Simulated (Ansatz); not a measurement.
# PtSe2: the cost of one run

Method: DFT PBE, scalar-relativistic, plane waves, PAW, and further levels as typed in the inputs, in Ansatz 0.2.0.

## (1) The starting structure

Symmetry: P-3m1, No. 164, trigonal system. Conventional cell: a = 3.727 Å, b = 3.727 Å, c = 5.800 Å, α = 90.00°, β = 90.00°, γ = 120.00°. Pt (site symmetry -3m) is surrounded by 6 Se at 2.59 Å. Se (site symmetry 3m) has 3 Pt at 2.59 Å in its first shell of neighbours.

Structure file:

```cif
data_structure
_symmetry_space_group_name_H-M 'P-3m1'
_symmetry_Int_Tables_number 164
_cell_length_a 3.7270
_cell_length_b 3.7270
_cell_length_c 5.8000
_cell_angle_alpha 90.000
_cell_angle_beta 90.000
_cell_angle_gamma 120.000
_cell_volume 69.77
loop_
_atom_site_label
_atom_site_type_symbol
_atom_site_symmetry_multiplicity
_atom_site_Wyckoff_symbol
_atom_site_fract_x
_atom_site_fract_y
_atom_site_fract_z
_atom_site_occupancy
Pt1 Pt 1 a 0.00000 0.00000 0.00000 1
Se1 Se 2 d 0.33333 0.66667 0.25000 1
```

## (2) Relaxing the atoms: PtSe2, no spin

Input file input.yaml:

```yaml
crystal:
  lattice:
    - [3.727, 0.0, 0.0]
    - [-1.8635, 3.2276766799, 0.0]
    - [0.0, 0.0, 5.8]
  atoms:
    - { symbol: Pt, position: [0.0, 0.0, 0.0] }
    - { symbol: Se, position: [0.3333333333, 0.6666666667, 0.25] }
    - { symbol: Se, position: [0.6666666667, 0.3333333333, 0.75] }
scf:
  occupations: { method: gaussian, width: 0.02 }
output:
  forces: true
  stress: true
  eigenvalues: true
hamiltonian:
  xc: pbe
kpoints:
  mp_grid: { grid: [14, 14, 10] }
relax:
  f_tol: 0.001
  max_steps: 40
```

Command:

```sh
$ ansatz run input.yaml --threads 8 --pin off --max-ram 20480MiB --backend cpu --events-out ev --progress --plain --runs-dir out
```

Q: Estimate wall time and peak memory on 8 threads of Intel Xeon Platinum 8259CL at 2.50GHz (Skylake/Cascade Lake), shared host.

About 16 s, with a peak of 0.74 GiB.
